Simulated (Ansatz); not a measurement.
# K+ with HF: superposition error and deformation, part 2 of 2

Ansatz 0.2.0, Gaussian basis. Earlier steps stand in the parts before.

## (12) wB97X-V/def2-TZVPPD

File free-b/in.yaml:

```yaml
crystal:
  periodic: [false, false, false]
  atoms:
    - {symbol: F, position_ang: [-0.011087, -0.015545, 0.552453]}
    - {symbol: H, position_ang: [-0.030562, -0.042784, 1.471874]}
basis:
  gaussian: {orbitals: "def2-TZVPPD.json"}
hamiltonian: {xc: {name: wB97X-V}}
```

Command:

```sh
ansatz run in.yaml --threads 2 --pin off --events-out ev --progress --plain --max-ram 5222MiB
```

The program printed, cut to the lines that bear on the results:

```text
Functional definition: wB97X-V
  name "wB97X-V"
  cite "Mardirossian & Head-Gordon, Phys. Chem. Chem. Phys. 16, 9904 (2014) doi:10.1039/C3CP54374A"
  cite "Becke, J. Chem. Phys. 107, 8554 (1997) doi:10.1063/1.475007"
  cite "Vydrov & Van Voorhis, J. Chem. Phys. 133, 244103 (2010) doi:10.1063/1.3521275"
[...]
      + integral(e_c_pw_opposite_spin*poly(b97_u_opposite, cos0, cos1)) + vv10(b, c)
256 factors; their error is unknown
78 factors; integrals over basis functions are off by at most 2.5e-5 eV
[...]
mean field -2733.56425919 eV, -100.4566336487 hartree, gradient 1.3e-5 eV, S^2 0.000000; 0 other end points of the search recorded, 0 dependent functions left out
reference -2733.56425736 eV, -100.4566335816 hartree; 5, 5 occupied and 52, 52 virtual orbitals, 256 factors
Total energy: -2733.56425736 eV, -100.4566335816 hartree
```

Wall time 0.55 s (2 threads of Arm Neoverse V1, shared host).

## (13) wB97M-V/def2-TZVPPD

free-b/in.yaml: that of step 12 with these lines changed.

```diff
@@ -7,2 +7,2 @@
   gaussian: {orbitals: "def2-TZVPPD.json"}
-hamiltonian: {xc: {name: wB97X-V}}
+hamiltonian: {xc: {name: wB97M-V}}
```

Command:

```sh
ansatz run in.yaml --threads 2 --pin off --events-out ev --progress --plain --max-ram 5222MiB
```

The program printed, cut to the lines that bear on the results:

```text
[... 5 set-up lines as earlier in the session ...]
  # Of w^i u^j: cxij and so on, Table III.
[...]
  gx(w, u) = 1 - cx + cx01*u + cx10*w
  gss(w, u) = css00 + css04*u^4 + css10*w + css20*w^2 + css43*w^4*u^3
  gos(w, u) = cos00 + cos10*w + (cos20 + cos21*u)*w^2 + (cos60 + cos61*u)*w^6
[...]
      + integral(e_c_pw_mod_opposite_spin*gos(b97_w_opposite, b97_u_opposite)) + vv10(b, c)
256 factors; their error is unknown
78 factors; integrals over basis functions are off by at most 2.5e-5 eV
[...]
mean field -2733.75173386 eV, -100.4635232160 hartree, gradient 6.5e-5 eV, S^2 0.000000; 0 other end points of the search recorded, 0 dependent functions left out
reference -2733.75177857 eV, -100.4635248589 hartree; 5, 5 occupied and 52, 52 virtual orbitals, 256 factors
Total energy: -2733.75177857 eV, -100.4635248589 hartree
```

Wall time 0.55 s (2 threads of Arm Neoverse V1, shared host).

## (14) B2PLYP/def2-TZVPPD

free-b/in.yaml: that of step 13 with these lines changed.

```diff
@@ -7,2 +7,2 @@
   gaussian: {orbitals: "def2-TZVPPD.json"}
-hamiltonian: {xc: {name: wB97M-V}}
+hamiltonian: {xc: {name: B2PLYP}}
```

Command:

```sh
ansatz run in.yaml --threads 2 --pin off --events-out ev --progress --plain --max-ram 5222MiB
```

The program printed, cut to the lines that bear on the results:

```text
[... 5 set-up lines as earlier in the session ...]
[...]
352 factors; integrals over basis functions are off by at most 1.1e-3 eV
[...]
mean field -2730.77282474 eV, -100.3540503249 hartree, gradient 3.2e-6 eV, S^2 0.000000; 0 other end points of the search recorded, 0 dependent functions left out
1 core orbitals not correlated: weight in the atoms' cores, before any rotation towards them, 1.000 or more for the frozen orbitals, at most 0.000 for the correlated occupied ones
reference -2730.77293042 eV, -100.3540542087 hartree; 4, 4 occupied and 52, 52 virtual orbitals, 352 factors
second order -8.70930097 eV of doubles, -0.00000000 eV of singles
Total energy: -2733.12444168 eV, -100.4404706536 hartree
```

Wall time 0.3 s (2 threads of Arm Neoverse V1, shared host).

## (15) BLYP-D4/def2-TZVPPD

free-b/in.yaml: that of step 14 with these lines changed.

```diff
@@ -7,2 +7,2 @@
   gaussian: {orbitals: "def2-TZVPPD.json"}
-hamiltonian: {xc: {name: B2PLYP}}
+hamiltonian: {xc: {name: BLYP}, dispersion: d4}
```

Command:

```sh
ansatz run in.yaml --threads 2 --pin off --events-out ev --progress --plain --max-ram 5222MiB
```

The program printed, cut to the lines that bear on the results:

```text
Functional definition: BLYP
  name "BLYP"
[... 2 set-up lines as earlier in the session ...]
  parameter beta = 0.0042
  parameter a = 0.04918
  parameter b = 0.132
  parameter c = 0.2533
  parameter d = 0.349
  exchange = b88_x(beta = beta)
  correlation = lyp_c(a = a, b = b, c = c, d = d)
256 factors; their error is unknown
mean field evaluation 1: about -2732.4652 eV, gradient 3.7e1 eV
mean field evaluation 2: about -2724.8209 eV, gradient 8.3e1 eV
mean field evaluation 4: about -2734.3293 eV, gradient 5.7e-1 eV
mean field evaluation 8: about -2734.3285 eV, gradient 1.2e-1 eV
mean field -2734.32855950 eV, -100.4847211671 hartree, gradient 4.1e-5 eV, S^2 0.000000; 0 other end points of the search recorded, 0 dependent functions left out
reference -2734.32879624 eV, -100.4847298671 hartree; 5, 5 occupied and 52, 52 virtual orbitals, 256 factors
Total energy: -2734.33337822 eV, -100.4848982517 hartree
```

It took 0.2 s on 2 threads of Arm Neoverse V1, shared host.

## (16) revPBE-D4/def2-TZVPPD

free-b/in.yaml: that of step 15 with these lines changed.

```diff
@@ -7,2 +7,2 @@
   gaussian: {orbitals: "def2-TZVPPD.json"}
-hamiltonian: {xc: {name: BLYP}, dispersion: d4}
+hamiltonian: {xc: {name: revPBE}, dispersion: d4}
```

Command:

```sh
ansatz run in.yaml --threads 2 --pin off --events-out ev --progress --plain --max-ram 5222MiB
```

The program printed, cut to the lines that bear on the results:

```text
Functional definition: revPBE
  name "revPBE"
  cite "Zhang & Yang, Phys. Rev. Lett. 80, 890 (1998) doi:10.1103/PhysRevLett.80.890"
[... 1 set-up line as earlier in the session ...]
  parameter kappa = 1.245
[... 3 set-up lines as earlier in the session ...]
256 factors; their error is unknown
mean field evaluation 1: about -2732.0290 eV, gradient 3.5e1 eV
mean field evaluation 2: about -2726.0573 eV, gradient 7.4e1 eV
mean field evaluation 4: about -2733.6792 eV, gradient 4.7e-1 eV
mean field evaluation 8: about -2733.6783 eV, gradient 1.1e-3 eV
mean field -2733.67830033 eV, -100.4608245834 hartree, gradient 5.0e-6 eV, S^2 0.000000; 0 other end points of the search recorded, 0 dependent functions left out
reference -2733.67834721 eV, -100.4608263061 hartree; 5, 5 occupied and 52, 52 virtual orbitals, 256 factors
Total energy: -2733.68776940 eV, -100.4611725654 hartree
```

Run time: 0.2 s. Hardware: 2 threads of Arm Neoverse V1, shared host.

## (17) B97M-V/def2-TZVPPD

free-b/in.yaml: that of step 16 with these lines changed.

```diff
@@ -7,2 +7,2 @@
   gaussian: {orbitals: "def2-TZVPPD.json"}
-hamiltonian: {xc: {name: revPBE}, dispersion: d4}
+hamiltonian: {xc: {name: B97M-V}}
```

Command:

```sh
ansatz run in.yaml --threads 2 --pin off --events-out ev --progress --plain --max-ram 5222MiB
```

The program printed, cut to the lines that bear on the results:

```text
[... 5 set-up lines as earlier in the session ...]
  # Of w^i u^j: cxij and so on, Table III.
[...]
  gx(w, u) = cx00 + cx01*u + cx02*u^2 + (cx10 + cx11*u)*w
  gss(w, u) = css00 + css02*u^2 + css10*w + (css32*w^3 + css42*w^4)*u^2
  gos(w, u) = cos00 + cos01*u + cos03*u^3 + cos10*w + cos32*w^3*u^2
[...]
      + integral(e_c_pw_mod_opposite_spin*gos(b97_w_opposite, b97_u_opposite)) + vv10(b, c)
256 factors; their error is unknown
[...]
mean field -2733.45888264 eV, -100.4527611319 hartree, gradient 4.3e-5 eV, S^2 0.000000; 0 other end points of the search recorded, 0 dependent functions left out
reference -2733.45893734 eV, -100.4527631422 hartree; 5, 5 occupied and 52, 52 virtual orbitals, 256 factors
Total energy: -2733.45893734 eV, -100.4527631422 hartree
```

Wall time 0.5 s (2 threads of Arm Neoverse V1, shared host).

## (18) HSE06-D4/def2-TZVPPD

free-b/in.yaml: that of step 17 with these lines changed.

```diff
@@ -7,2 +7,2 @@
   gaussian: {orbitals: "def2-TZVPPD.json"}
-hamiltonian: {xc: {name: B97M-V}}
+hamiltonian: {xc: hse06, dispersion: d4}
```

Command:

```sh
ansatz run in.yaml --threads 2 --pin off --events-out ev --progress --plain --max-ram 5222MiB
```

The program printed, cut to the lines that bear on the results:

```text
Functional definition: HSE06
  name "HSE06"
  cite "Heyd, Scuseria & Ernzerhof, J. Chem. Phys. 118, 8207 (2003) doi:10.1063/1.1564060"
  cite "Krukau, Vydrov, Izmaylov & Scuseria, J. Chem. Phys. 125, 224106 (2006) doi:10.1063/1.2404663"
  cite "Heyd & Scuseria, J. Chem. Phys. 120, 7274 (2004) doi:10.1063/1.1668634"
  cite "Ernzerhof & Perdew, J. Chem. Phys. 109, 3313 (1998) doi:10.1063/1.476928"
[... 2 set-up lines as earlier in the session ...]
[...]
  # The whole range is PBE's own exchange, as in plane waves. The composition of these papers is wPBEh.
[...]
256 factors; their error is unknown
24 factors; integrals over basis functions are off by at most 5.9e-5 eV
[...]
mean field -2731.81029489 eV, -100.3921766497 hartree, gradient 4.2e-5 eV, S^2 0.000000; 0 other end points of the search recorded, 0 dependent functions left out
reference -2731.81033226 eV, -100.3921780231 hartree; 5, 5 occupied and 52, 52 virtual orbitals, 256 factors
Total energy: -2731.81168962 eV, -100.3922279049 hartree
```

Run time: 0.25 s. Hardware: 2 threads of Arm Neoverse V1, shared host.

## (19) CCSD(T)/def2-TZVPPD

free-b/in.yaml: that of step 18 with these lines changed.

```diff
@@ -7,2 +7,2 @@
   gaussian: {orbitals: "def2-TZVPPD.json"}
-hamiltonian: {xc: hse06, dispersion: d4}
+correlation: {method: ccsd_t}
```

Command:

```sh
ansatz run in.yaml --threads 2 --pin off --events-out ev --progress --plain --max-ram 5222MiB
```

The program printed, cut to the lines that bear on the results:

```text
[... 4 set-up lines as earlier in the session ...]
[...]
352 factors; integrals over basis functions are off by at most 1.1e-3 eV
[...]
mean field -2722.94001869 eV, -100.0662000119 hartree, gradient 1.6e-6 eV, S^2 0.000000; 0 other end points of the search recorded, 0 dependent functions left out
1 core orbitals not correlated: weight in the atoms' cores, before any rotation towards them, 1.000 or more for the frozen orbitals, at most 0.000 for the correlated occupied ones
reference -2722.94001869 eV, -100.0662000119 hartree; 4, 4 occupied and 52, 52 virtual orbitals, 352 factors
second order -7.43404535 eV of doubles, -0.00000000 eV of singles
cycle   1  -7.34230099 eV  change    9.2e-2 eV  update   4.7e-2
[...]
cycle   9  -7.48864723 eV  change    2.2e-6 eV  update   1.5e-6
perturbative correction -0.18478449 eV, -0.0067907047 hartree
Total energy: -2730.61345041 eV, -100.3481934262 hartree
```

Wall time 0.3 s (2 threads of Arm Neoverse V1, shared host).

## (20) The split

```csv
method,interaction with counterpoise (kJ/mol),without,superposition error,deformation,binding energy
PBE-D4,-50.33,-51.21,0.89,-0.28,-50.60
revPBE-D4,-46.49,-47.31,0.82,-0.27,-46.76
BLYP-D4,-49.68,-50.73,1.05,-0.37,-50.05
r2SCAN-D4,-51.84,-52.45,0.61,0.07,-51.77
B97M-V,-51.33,-51.78,0.45,0.24,-51.08
PBE0-D4,-51.79,-52.44,0.65,0.19,-51.60
B3LYP-D4,-52.16,-52.98,0.82,0.02,-52.14
HSE06-D4,-51.80,-52.45,0.65,0.19,-51.62
wB97X-V,-51.65,-52.34,0.69,0.09,-51.56
wB97M-V,-51.63,-52.19,0.56,0.09,-51.54
B2PLYP,-50.63,-51.98,1.35,0.10,-50.53
Hartree-Fock,-50.53,-50.84,0.30,1.05,-49.48
MP2,-49.47,-52.59,3.12,0.13,-49.33
CCSD,-49.37,-52.67,3.30,0.27,-49.11
CCSD(T),-49.13,-52.52,3.39,0.16,-48.97
```

## (21) Outcome

This closing draws on all 2 parts.

| quantity | value |
| --- | --- |
| interaction, CCSD(T) | -49.13 kJ/mol |
| superposition error | 3.39 kJ/mol |
| deformation | 0.16 kJ/mol |
| binding energy | -48.97 kJ/mol |

**Reading.** In this basis the superposition error is 3.39 kJ/mol for CCSD(T) and 0.73 kJ/mol on average for the plain functionals: correlated methods borrow far more, since they need many more functions to converge. Deformation takes back 0 % of the interaction. The free shapes are PBE0-D4 minima, so other methods can show a small negative deformation energy.
